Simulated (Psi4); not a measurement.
# A workflow on GeH4Se (SMILES [GeH3][SeH])

We compute a series of 10 runs (PBE-D4/def2-SVP, PBE0-D4/def2-TZVP, PBE-D4/def2-TZVPP, r2SCAN-D4/def2-TZVPP, B3LYP-D4/def2-TZVPP, PBE0-D4/def2-TZVPP, wB97M-V/def2-TZVPP, CCSD(T)/def2-TZVPP, and more) of GeH4Se. 

Program for the calculation: Psi4 1.11.

## Step 1: Starting point

The species is GeH4Se (6 atoms), meant as a singlet with charge 0. As SMILES, `[GeH3][SeH]`. Geometry: a GFN2-xTB, rattled relaxation, a rough one for these elements and not checked as a minimum. The run starts from this shape.

Bond lengths: Ge1–Se2 2.364 Å, Ge1–H3 1.498 Å, Ge1–H4 1.384 Å, Ge1–H5 1.489 Å, Se2–H6 1.353 Å. Angles: Ge1–Se2–H6 94.3°, Se2–Ge1–H3 109.5°, Se2–Ge1–H4 109.1°, Se2–Ge1–H5 107.3°, H3–Ge1–H4 114.3°, H3–Ge1–H5 107.7°, H4–Ge1–H5 108.6°.

## Step 2: A structure relaxation at PBE-D4/def2-SVP (density fitting) (run 1)

The input, input.inp:

```
memory 3300 mb

molecule {
  0 1
  Ge    -0.283501    -0.337004    -0.469782
  Se    -0.143857     0.972060     1.493372
  H      0.417923    -1.642131    -0.251985
  H     -1.611835    -0.458990    -0.840444
  H      0.444475     0.394447    -1.543397
  H      1.205502     0.903974     1.564675
  symmetry c1
}

set {
  reference rks
  scf_type df
  geom_maxiter 60
  max_force_g_convergence 0.0005
}

energy_value = optimize('pbe-d4/def2-SVP')
print_variables()
```

Command:

```sh
$ psi4 -n 2 input.inp input.out
```

input.out:

```text
[...]
  Running in c1 symmetry.
[...]
  Nuclear repulsion =  316.081386536950504
[...]
  Multiplicity = 1
[...]
  Nalpha       = 35
  Nbeta        = 35
[...]
    Number of basis functions: 84
[...]
   @DF-RKS iter   1: -4477.57915845621665   -3.07281e+00   3.74240e-02 DIIS/ADIIS
[...]
   @DF-RKS iter   7: -4479.73256065032274   -5.45697e-12   6.38518e-09 DIIS
[...]
  @DF-RKS Final Energy: -4479.73256065032274
   => Energetics <=
    Nuclear Repulsion Energy =            310.6761218650370324
    One-Electron Energy =               -6859.5591291848577384
    Two-Electron Energy =                2236.0902010701997824
    DFT Exchange-Correlation Energy =    -166.9359929935601201
    Empirical Dispersion Energy =          -0.0037614071414426
    VV10 Nonlocal Energy =                  0.0000000000000000
    Total Energy =                      -4479.7325606503227391
[...]
  -Total Gradient:
     Atom            X                  Y                   Z
    ------   -----------------  -----------------  -----------------
       1       -0.000071077904    -0.000019646383    -0.000103827731
       2        0.000153103256     0.000047849418     0.000108768888
       3        0.000025499694     0.000056428053     0.000043225236
       4        0.000076657623    -0.000001336442    -0.000014578149
       5       -0.000023976993    -0.000029227684     0.000008479504
       6       -0.000137118461    -0.000055942379    -0.000047377255
[...]
```

Standard output:

```text
Optimizer: Optimization complete!
```

Wall time 3.3 min (2 threads of Intel Xeon at 2.50GHz (Skylake/Cascade Lake), shared host); peak memory 0.58 GiB.

Steps, from the record of the run:

```
step  energy from the first frame kept (eV)  largest force (eV/Å)
   0                                 0.0000                3.9373
   1                                -0.5685                0.5166
   2                                -0.5803                0.1775
   3                                -0.5816                0.0409
   4                                -0.5817                0.0100
```

After the run. Bond lengths: Ge1–Se2 2.378 Å, Ge1–H3 1.551 Å, Ge1–H4 1.548 Å, Ge1–H5 1.552 Å, Se2–H6 1.486 Å. Angles: Ge1–Se2–H6 92.4°, Se2–Ge1–H3 110.8°, Se2–Ge1–H4 104.7°, Se2–Ge1–H5 111.0°, H3–Ge1–H4 110.3°, H3–Ge1–H5 109.7°, H4–Ge1–H5 110.2°.

## Step 3: A structure relaxation at PBE0-D4/def2-TZVP (density fitting) (run 2)

The input, geh4se.dat:

```
memory 3300 mb

molecule system {
  Ge    -0.222141    -0.325106    -0.488502
  Se    -0.201256     0.961805     1.511442
  H      0.431968    -1.712612    -0.256696
  H     -1.721842    -0.488617    -0.834681
  H      0.515452     0.415931    -1.634806
  H      1.281427     0.923083     1.595254
  symmetry c1
}

set {
  scf_type df
  geom_maxiter 50
  max_force_g_convergence 0.0002
}

optimize("pbe0-d4/def2-TZVP")
print_variables()
```

Command:

```sh
$ psi4 -n 2 geh4se.dat geh4se.out
```

geh4se.out:

```text
[...]
  Running in c1 symmetry.
[...]
  Nuclear repulsion =  310.676071211479552
[...]
  Multiplicity = 1
[...]
  Nalpha       = 35
  Nbeta        = 35
[...]
    Number of basis functions: 120
[...]
   @DF-RKS iter   1: -4478.14329102568900   -3.48034e+00   3.09462e-02 ADIIS/DIIS
[...]
   @DF-RKS iter   8: -4480.42825859934328    3.63798e-12   1.72553e-09 DIIS
[...]
  @DF-RKS Final Energy: -4480.42825859934328
   => Energetics <=
    Nuclear Repulsion Energy =            313.6109600227959504
    One-Electron Energy =               -6867.1380255840467726
    Two-Electron Energy =                2199.1915960102410281
    DFT Exchange-Correlation Energy =    -126.0896038254956579
    Empirical Dispersion Energy =          -0.0031852228371954
    VV10 Nonlocal Energy =                  0.0000000000000000
    Total Energy =                      -4480.4282585993432804
[...]
  -Total Gradient:
     Atom            X                  Y                   Z
    ------   -----------------  -----------------  -----------------
       1       -0.000028094747     0.000062085361     0.000085868762
       2       -0.000158110134    -0.000002948153    -0.000016829755
       3        0.000034693985     0.000013357005    -0.000004711602
       4        0.000000061086    -0.000006246905    -0.000022154388
       5        0.000007471639    -0.000028413349    -0.000024665456
       6        0.000162346795    -0.000036646989    -0.000012004621
[...]
```

On the terminal:

```text
Optimizer: Optimization complete!
```

It took 2.1 min on 2 threads of Intel Xeon at 2.50GHz (Skylake/Cascade Lake), shared host; peak memory 0.75 GiB.

Step by step:

```
step  energy from the first frame kept (eV)  largest force (eV/Å)
   0                                 0.0000                0.4696
   1                                -0.0122                0.0797
   2                                -0.0125                0.0086
```

After the run. Bond lengths: Ge1–Se2 2.356 Å, Ge1–H3 1.536 Å, Ge1–H4 1.533 Å, Ge1–H5 1.536 Å, Se2–H6 1.469 Å. Angles: Ge1–Se2–H6 93.0°, Se2–Ge1–H3 110.4°, Se2–Ge1–H4 104.9°, Se2–Ge1–H5 110.5°, H3–Ge1–H4 110.6°, H3–Ge1–H5 109.9°, H4–Ge1–H5 110.5°.

Runs 3 to 7 aren't shown in full; the table further down has their settings and results.

## Step 4: The energy at wB97M-V/def2-TZVPP (density fitting) (run 8)

The input, input.inp:

```
memory 3.3 GB

molecule {
  0 1
  Ge    -0.226394    -0.318209    -0.479857
  Se    -0.197105     0.954839     1.502877
  H      0.422969    -1.689759    -0.244447
  H     -1.712029    -0.477852    -0.823957
  H      0.509719     0.422899    -1.605655
  H      1.269197     0.928966     1.588230
  units angstrom
  symmetry c1
}

set {
  reference rks
  scf_type df
  dft_radial_points 99
  dft_spherical_points 590
  dft_vv10_postscf true
}

energy("wb97m-v/def2-TZVPP")
print_variables()
```

Command:

```sh
$ psi4 -i input.inp -o input.out -n 2
```

input.out:

```text
Psi4 1.11 release

   => Loading Basis Set <=

    Name: DEF2-TZVPP
    Role: ORBITAL
    Keyword: BASIS

         ---------------------------------------------------------
                                   SCF
                              RKS Reference
                        2 Threads,   3147 MiB Core
         ---------------------------------------------------------

  ==> Geometry <==

    Molecular point group: c1
    Full point group: C1

    Geometry (in Angstrom), charge = 0, multiplicity = 1:

[... 92 lines left out ...]
    Weights Tolerance      =       1.00E-15
[... 41 lines left out ...]
  ==> Pre-Iterations <==

  SCF Guess: Superposition of Atomic Densities via on-the-fly atomic UHF (no occupation information).

   -------------------------
    Irrep   Nso     Nmo
   -------------------------
     A        152     152
   -------------------------
    Total     152     152
   -------------------------

  VV10: post-SCF option active

  ==> Iterations <==

                           Total Energy        Delta E     RMS |[F,P]|

   @DF-RKS iter SAD: -4475.08296623409115   -4.47508e+03   0.00000e+00
   @DF-RKS iter   1: -4478.88615915265018   -3.80319e+00   2.37440e-02 DIIS/ADIIS
   @DF-RKS iter   2: -4477.46706429852475    1.41909e+00   3.47562e-02 DIIS/ADIIS
```

Wall time 2 min (2 threads of Intel Xeon at 2.50GHz (Skylake/Cascade Lake), shared host).

The run was cut off at its time limit.

Run 9 isn't shown in full; the table further down has it.

## Step 5: The energy at MP2/def2-QZVPP (density fitting, density fitting for correlation) (run 10)

The input, calc.inp:

```
memory 3300 mb

molecule {
  0 1
  Ge
  Se 1 2.356426
  H 1 1.535656 2 110.3816
  H 1 1.533298 3 110.55607 2 -115.61171
  H 1 1.535749 4 110.49653 3 121.9132
  H 2 1.469012 1 92.96808 4 179.34245
  symmetry c1
}

set basis def2-QZVPP
set reference rhf
set scf_type df
set num_frozen_docc 18

e_tot, wfn = energy("mp2", return_wfn=True)
print_variables()
```

Command:

```sh
$ psi4 -n 2 calc.inp calc.out
```

calc.out:

```text
[...]
  Running in c1 symmetry.
[...]
  Nuclear repulsion =  313.611013532008144
[...]
  Multiplicity = 1
[...]
  Nalpha       = 35
  Nbeta        = 35
[...]
    Number of basis functions: 298
[...]
   @DF-RHF iter   1: -4475.66049496078722   -4.99825e+00   1.32149e-02 DIIS/ADIIS
[...]
   @DF-RHF iter  12: -4477.64811459671637   -4.09273e-11   5.61399e-09 DIIS
[...]
  @DF-RHF Final Energy: -4477.64811459671637
   => Energetics <=
    Nuclear Repulsion Energy =            313.6110135320081440
    One-Electron Energy =               -6868.4445245276338028
    Two-Electron Energy =                2077.1853963989101430
    Total Energy =                      -4477.6481145967154589
[...]
 Multipole Moments:
 ------------------------------------------------------------------------------------
     Multipole            Electronic (a.u.)      Nuclear  (a.u.)        Total (a.u.)
 ------------------------------------------------------------------------------------
 L = 1.  Multiply by 2.5417464519 to convert [e a0] to [Debye]
 Dipole X            :          1.0516385           -1.2559034           -0.2042650
 Dipole Y            :         -0.6035045            0.7202570            0.1167525
 Dipole Z            :          4.9181543           -5.3825976           -0.4644433
 Magnitude           :                                                    0.5206370
[...]
```

Run time: 44 s. Hardware: 2 threads of Intel Xeon at 2.50GHz (Skylake/Cascade Lake), shared host; peak memory 0.92 GiB.

## Step 6: All runs side by side

```
run                                                                  level  geom maxiter  max force g convergence   energy (Eh)  HOMO energy (eV)  LUMO energy (eV)  HOMO–LUMO gap (eV)  wall time
  1                                      PBE-D4/def2-SVP (density fitting)            60                   0.0005  -4479.732561             -5.63             -1.06                4.57    3.3 min
  2                                    PBE0-D4/def2-TZVP (density fitting)            50                   0.0002  -4480.428259             -6.95             -0.32                6.63    2.1 min
  3                                    PBE0-D4/def2-TZVP (density fitting)             –                        –       timeout                 –                 –                   –     11 min
  4                                    PBE-D4/def2-TZVPP (density fitting)             –                        –  -4480.292972             -5.80             -1.20                4.61       71 s
  5                                 r2SCAN-D4/def2-TZVPP (density fitting)             –                        –       timeout                 –                 –                   –      2 min
  6                                  B3LYP-D4/def2-TZVPP (density fitting)             –                        –  -4481.069912             -6.72             -0.60                6.12    1.8 min
  7                                   PBE0-D4/def2-TZVPP (density fitting)             –                        –  -4480.429455             -6.96             -0.32                6.63    1.8 min
  8                                   wB97M-V/def2-TZVPP (density fitting)             –                        –       timeout                 –                 –                   –      2 min
  9  CCSD(T)/def2-TZVPP (density fitting, density fitting for correlation)             –                        –       timeout                 –                 –                   –    9.9 min
 10      MP2/def2-QZVPP (density fitting, density fitting for correlation)             –                        –  -4478.757237             -9.55              2.27               11.82       44 s
```

## Step 7: What came out

| quantity | value |
| --- | --- |
| run 10, MP2/def2-QZVPP: total energy | -4478.75724 Eh |
| run 10, MP2/def2-QZVPP: HOMO energy (Hartree–Fock orbitals) | -9.55 eV |
| run 10, MP2/def2-QZVPP: LUMO energy (Hartree–Fock orbitals) | 2.27 eV |
| run 10, MP2/def2-QZVPP: HOMO–LUMO gap (Hartree–Fock orbitals) | 11.82 eV |
| run 10, MP2/def2-QZVPP: correlation energy (18 core orbitals frozen) | -1109.1 mEh |

What this shows: Over runs 4, 6, 7 the dipole moment (its size) runs from 1.03 D (PBE-D4/def2-TZVPP) to 1.13 D (PBE0-D4/def2-TZVPP). Over runs 4, 6, 7 the HOMO–LUMO gap runs from 4.61 eV (PBE-D4/def2-TZVPP) to 6.63 eV (PBE0-D4/def2-TZVPP). Totals of different functionals can't be ranked against each other. All runs together took 36 min, the longest 11 min. 4 of the 10 runs did not end normally.
